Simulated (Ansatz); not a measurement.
# SrPrI: the cost of one run

Computed with Ansatz 0.2.0 (DFT PBE, scalar-relativistic, plane waves, PAW; 4f electrons in the core of a trivalent norm-conserving potential, unless a step's input says otherwise).

**1. The structure to begin with**

The structure is tetragonal, space group P4/nmm (No. 129). The conventional cell has a = 5.544 Å, b = 5.544 Å, c = 8.036 Å, α = 90.00°, β = 90.00°, γ = 90.00°. Around Sr (site symmetry 4mm) lie 4 I at 3.39 Å and 4 Pr at 3.46 Å. Pr (site symmetry -4m2) is surrounded by 4 Sr at 3.46 Å and 4 Pr at 3.92 Å. Around I (site symmetry -4m2) lie 4 Sr at 3.39 Å.

As a file:

```
CELL_PARAMETERS angstrom
5.54384 0.00000 0.00000
0.00000 5.54384 0.00000
0.00000 0.00000 8.03551
ATOMIC_POSITIONS crystal
Sr 0.00000 0.50000 0.75800
Sr 0.50000 0.00000 0.24200
Pr 0.00000 0.00000 0.50000
Pr 0.50000 0.50000 0.50000
I 0.00000 0.00000 0.00000
I 0.50000 0.50000 0.00000
```

Recipe of the guess: species swapped into a database cell of LiMnAs (P4/nmm, No. 129), with Pr on the Li sites, I on the Mn sites and Sr on the As sites. Lengths come from tabulated atomic sizes and are only a guess.

**2. Probe: one point on a coarse mesh**

Input file input.yaml:

```yaml
crystal:
  lattice:
    - [5.54383997, 0.0, 0.0]
    - [0.0, 5.54383997, 0.0]
    - [0.0, 0.0, 8.03551174]
  atoms:
    - { symbol: Sr, position: [0.0, 0.5, 0.75800002] }
    - { symbol: Sr, position: [0.5, 0.0, 0.24199998] }
    - { symbol: Pr, position: [0.0, 0.0, 0.5] }
    - { symbol: Pr, position: [0.5, 0.5, 0.5] }
    - { symbol: I, position: [0.0, 0.0, 0.0] }
    - { symbol: I, position: [0.5, 0.5, 0.0] }
basis:
  ecutwfc: 660
kpoints:
  mp_grid: { grid: [4, 4, 2] }
hamiltonian:
  xc: pbe
  pseudopotentials:
    kind: paw
    azcp: { Pr: "pseudopotentials/pbe/nc/lanthanide_3plus/Pr.nc.azcp" }
scf:
  occupations: { method: gaussian, width: 0.1 }
  lower_state_search: "off"
output:
  forces: true
  stress: true
  eigenvalues: true
```

Run with:

```
ansatz run input.yaml --threads 1 --pin off --max-ram 2560MiB --backend cpu --events-out ev --progress --plain --runs-dir out
```

Q: Estimate wall time and peak memory on 1 thread of Intel Xeon at 2.50GHz (Skylake/Cascade Lake), shared host.

About 95 s, with a peak of 0.68 GiB.
